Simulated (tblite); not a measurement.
# C4H10N2OSi2: the cost of one run

The runs use tblite 0.8.0 and PySCF 2.14.0, with density-fitted response routines of our own; the level of theory stands in each step. All values are computed, except where a source is named. Atoms are numbered from 0 throughout.

### 1 Starting geometry

19 atoms, charge 0, multiplicity 1; geometry from: force field or distance geometry start.

Bonds of the start (Å): N0–Si1 1.76, Si1–O2 1.71, O2–Si3 1.72, Si1–N4 1.81, N4–C5 1.34, C5–C6 1.38, C6–C7 1.38, C7–C8 1.38, C8–N4 1.35, N0–H9 1.06, N0–H10 1.03, Si1–H11 1.48, Si3–H12 1.46, Si3–H13 1.46, Si3–H14 1.48, C5–H15 1.08, C6–H16 1.08, C7–H17 1.09, C8–H18 1.10.

### 2 Relaxing the molecule with GFN2-xTB

The job: settings as JSON, then the geometry in Å.

```
{"job": {"kind": "relax", "xc": "GFN2-xTB", "basis": "xTB"}, "charge": 0, "multiplicity": 1}
N     -0.940200     2.352600    -0.934400
Si    -0.934000     0.691900    -0.347000
O     -1.825800     0.546000     1.105000
Si    -2.743500    -0.906100     1.011700
N      0.740600     0.035400    -0.118900
C      1.830400     0.806200    -0.206700
C      2.940700     0.015400    -0.002500
C      2.496500    -1.274200     0.213400
C      1.118800    -1.234500     0.124600
H     -1.434100     2.461700    -1.864000
H     -0.014800     2.812900    -0.932900
H     -1.662000    -0.121600    -1.347000
H     -1.958300    -1.987700     0.412100
H     -3.950100    -0.745400     0.201900
H     -3.074500    -1.334900     2.393100
H      1.873600     1.869900    -0.381200
H      3.991800     0.283300     0.015000
H      3.088500    -2.165900     0.401900
H      0.446500    -2.095800     0.248700
```

Command:

```console
$ OMP_NUM_THREADS=1 python probes_run.py task.json out
```

One launch serves the whole session: the jobs run in the order shown.

Q: Estimate the wall time and peak memory of this first job on 1 thread of Arm Neoverse N1, shared host.

About 2.4 s, with a peak of 0.18 GiB.
